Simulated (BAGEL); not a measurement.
# BH3O3 (boric acid): a chain of runs

We compute the energy (HF/STO-3G), then energy and forces (CASSCF(2,2)/STO-3G) of BH3O3 (boric acid). 

Program for the calculation: BAGEL 1.2.2.

4 further runs of the same task are left out: 2 that didn't finish, 2 set aside as unsound or not needed.

## (1) The molecule

The species is BH3O3 (7 atoms), meant as a singlet with charge 0. SMILES: `OB(O)O`. The shape is that of a PBE0-D4/def2-TZVP optimisation. This is a higher conformer, about 20 kJ/mol above the lowest found by a separate search.

Bond lengths: O1–B2 1.367 Å, B2–O3 1.360 Å, B2–O4 1.376 Å, O1–H5 0.957 Å, O3–H6 0.959 Å, O4–H7 0.957 Å. Angles: O1–B2–O3 116.5°, O1–B2–O4 125.2°, O3–B2–O4 118.3°, B2–O1–H5 115.3°, B2–O3–H6 111.6°, B2–O4–H7 115.8°.

## (2) A single-point energy at HF/STO-3G (density fitting with svp-jkfit) (run 1)

Contents of input.json:

```json
{ "bagel" : [

{
  "title" : "molecule",
  "basis" : "sto-3g",
  "df_basis" : "svp-jkfit",
  "geometry" : [
    { "atom" : "O", "xyz" : [ -2.09702908,  1.51669419,  0.60830284 ] },
    { "atom" : "B", "xyz" : [ -0.02305466, -0.01285014,  0.43218036 ] },
    { "atom" : "O", "xyz" : [  0.94713073, -0.88684847,  2.64580555 ] },
    { "atom" : "O", "xyz" : [  1.13515848, -0.72055257, -1.78654708 ] },
    { "atom" : "H", "xyz" : [ -2.75408685,  2.11384764, -0.96659491 ] },
    { "atom" : "H", "xyz" : [  2.39390505, -1.94301640,  2.37066142 ] },
    { "atom" : "H", "xyz" : [  0.39778735, -0.06746322, -3.30380818 ] }
  ]
},
{ "title" : "hf" },
{ "title" : "print", "file" : "orbitals.molden", "orbitals" : true }

]}
```

On the command line:

```console
BAGEL_NUM_THREADS=1 BAGEL input.json > input.out
```

Log:

```text
* using 1 threads per process

  ===============================================================
  ===============================================================

  *** Geometry ***

  { "atom" : "O", "xyz" : [     -2.097029,      1.516694,      0.608303 ] },
  { "atom" : "B", "xyz" : [     -0.023055,     -0.012850,      0.432180 ] },
  { "atom" : "O", "xyz" : [      0.947131,     -0.886848,      2.645806 ] },
  { "atom" : "O", "xyz" : [      1.135158,     -0.720553,     -1.786547 ] },
  { "atom" : "H", "xyz" : [     -2.754087,      2.113848,     -0.966595 ] },
  { "atom" : "H", "xyz" : [      2.393905,     -1.943016,      2.370661 ] },
  { "atom" : "H", "xyz" : [      0.397787,     -0.067463,     -3.303808 ] },

  Number of auxiliary basis functions:      360

  Since a DF basis is specified, we compute 2- and 3-index integrals:
    o Being stored without compression. Storage requirement is 0.002 GB

  Number of basis functions:       23
  Number of electrons      :       32

    * METHOD: MOLECULE                             0.06

  *** RHF ***

  === Nuclear Repulsion ===
   116.2296345423

      * DIIS with orbital gradients will be used.

  === RHF iteration (sto-3g) ===
      0       -247.67792251          0.02550131           0.00
      1       -247.77572098          0.00598540           0.00
      2       -247.78052561          0.00098410           0.00
      3       -247.78071692          0.00012367           0.00
      4       -247.78071962          0.00002951           0.01
      5       -247.78071978          0.00000575           0.00
      6       -247.78071979          0.00000134           0.00
      7       -247.78071979          0.00000029           0.01
      8       -247.78071979          0.00000008           0.00
      9       -247.78071979          0.00000002           0.00
     10       -247.78071979          0.00000000           0.00
    * SCF iteration converged.

    * Permanent dipole moment:
           (   -0.009491,    -0.065368,     1.047300) a.u.

    * METHOD: HF                                   0.08

    * METHOD: PRINT                                0.00

  ===============================================================
```

Run time: 0.44 s. Hardware: 1 thread of Intel Xeon 6975P-C (Granite Rapids), shared host; peak memory 0.24 GiB.

## (3) Energy and gradient at CASSCF(2,2)/STO-3G (density fitting with svp-jkfit) (run 2)

Contents of casscf.json:

```json
{ "bagel" : [

{
  "title" : "molecule",
  "basis" : "sto-3g",
  "df_basis" : "svp-jkfit",
  "geometry" : [
    { "atom" : "O", "xyz" : [ -2.09702908,  1.51669419,  0.60830284 ] },
    { "atom" : "B", "xyz" : [ -0.02305466, -0.01285014,  0.43218036 ] },
    { "atom" : "O", "xyz" : [  0.94713073, -0.88684847,  2.64580555 ] },
    { "atom" : "O", "xyz" : [  1.13515848, -0.72055257, -1.78654708 ] },
    { "atom" : "H", "xyz" : [ -2.75408685,  2.11384764, -0.96659491 ] },
    { "atom" : "H", "xyz" : [  2.39390505, -1.94301640,  2.37066142 ] },
    { "atom" : "H", "xyz" : [  0.39778735, -0.06746322, -3.30380818 ] }
  ]
},
{ "title" : "hf", "charge" : 0 },
{
  "title" : "force",
  "method" : [
    {
      "title" : "casscf",
      "nstate" : 1,
      "nact" : 2,
      "nclosed" : 15,
      "charge" : 0,
      "nspin" : 0,
      "active" : [9, 23],
      "maxiter" : 200,
      "natocc" : true
    }
  ]
}

]}
```

On the command line:

```console
BAGEL_NUM_THREADS=1 BAGEL casscf.json > casscf.out
```

Log:

```text
* using 1 threads per process

  ===============================================================
  ===============================================================

  *** Geometry ***

  { "atom" : "O", "xyz" : [     -2.097029,      1.516694,      0.608303 ] },
  { "atom" : "B", "xyz" : [     -0.023055,     -0.012850,      0.432180 ] },
  { "atom" : "O", "xyz" : [      0.947131,     -0.886848,      2.645806 ] },
  { "atom" : "O", "xyz" : [      1.135158,     -0.720553,     -1.786547 ] },
  { "atom" : "H", "xyz" : [     -2.754087,      2.113848,     -0.966595 ] },
  { "atom" : "H", "xyz" : [      2.393905,     -1.943016,      2.370661 ] },
  { "atom" : "H", "xyz" : [      0.397787,     -0.067463,     -3.303808 ] },

  Number of auxiliary basis functions:      360

  Since a DF basis is specified, we compute 2- and 3-index integrals:
    o Being stored without compression. Storage requirement is 0.002 GB

  Number of basis functions:       23
  Number of electrons      :       32

    * METHOD: MOLECULE                             0.06

  *** RHF ***

  === Nuclear Repulsion ===
   116.2296345423

      * DIIS with orbital gradients will be used.

  === RHF iteration (sto-3g) ===
      0       -247.67792251          0.02550131           0.00
      1       -247.77572098          0.00598540           0.00
      2       -247.78052561          0.00098410           0.00
      3       -247.78071692          0.00012367           0.00
      4       -247.78071962          0.00002951           0.00
      5       -247.78071978          0.00000575           0.00
      6       -247.78071979          0.00000134           0.00
      7       -247.78071979          0.00000029           0.00
      8       -247.78071979          0.00000008           0.00
      9       -247.78071979          0.00000002           0.00
     10       -247.78071979          0.00000000           0.00
    * SCF iteration converged.

    * Permanent dipole moment:
           (   -0.009491,    -0.065368,     1.047300) a.u.

    * METHOD: HF                                   0.08

  The gradients will be computed analytically.
  ---------------------------
      CASSCF calculation
  ---------------------------

    ==== Active orbitals : =====
         Orbital 9
         Orbital 23
    ============================

    * nstate   :      1
    * nclosed  :     15
    * nact     :      2
    * nvirt    :      6
  === CASSCF iteration (sto-3g) ===

    * Using the second-order algorithm

      0  0      -247.78151611     3.45e-04      0.00

      1  0      -247.78330116     7.16e-04      0.02

      2  0      -247.79149045     2.09e-03      0.02

      3  0      -247.79934049     3.92e-03      0.02

      4  0      -247.79986583     7.89e-05      0.02

      5  0      -247.79986639     1.72e-06      0.02

      6  0      -247.79986639     1.07e-07      0.02

      7  0      -247.79986639     9.79e-09      0.02

    * Second-order optimization converged. *

     guess   0:   closed 1.                   open ..

  === FCI iteration ===

      0  0      -247.78063338     9.16e-02      0.00
      1  0      -247.79980430     4.00e-03      0.00
      2  0 *    -247.79986639     1.80e-15      0.00

     * ci vector, state   0, <S^2> = 0.0000
       2.     0.9945219432
       .2    -0.1045280082

  * Nuclear energy gradient

    o Atom   0
        x         -0.0117592326
        y          0.0112430835
        z         -0.0362048598
    o Atom   1
        x          0.0040463988
        y         -0.0040328090
        z          0.0147265710
    o Atom   2
        x          0.0257276660
        y         -0.0186537802
        z         -0.0067496990
    o Atom   3
        x         -0.0311384600
        y          0.0269102046
        z         -0.0544128710
    o Atom   4
        x          0.0059054694
        y         -0.0065031100
        z          0.0306224697
    o Atom   5
        x         -0.0225867175
        y          0.0162074027
        z          0.0084136913
    o Atom   6
        x          0.0298048757
        y         -0.0251709915
        z          0.0436046976
  * Gradient computed with                              0.19

    * METHOD: FORCE                                0.37

  ===============================================================
```

It took 0.8 s on 1 thread of Intel Xeon 6975P-C (Granite Rapids), shared host; peak memory 0.24 GiB.

## (4) What came out

| quantity | value |
| --- | --- |
| run 1, HF/STO-3G: total energy | -247.78072 Eh |
| run 1, HF/STO-3G: dipole moment | 2.67 D |
| run 1, HF/STO-3G: HOMO energy | -10.04 eV |
| run 1, HF/STO-3G: LUMO energy | 10.86 eV |
| run 1, HF/STO-3G: HOMO–LUMO gap | 20.89 eV |
| run 2, CASSCF(2,2)/STO-3G: total energy | -247.79987 Eh |
| run 2, CASSCF(2,2)/STO-3G: largest force on an atom | 3.508 eV/Å |

In words: The largest force (run 2, CASSCF(2,2)/STO-3G) is 3.51 eV/Å: the shape isn't a stationary point for this species at this level.
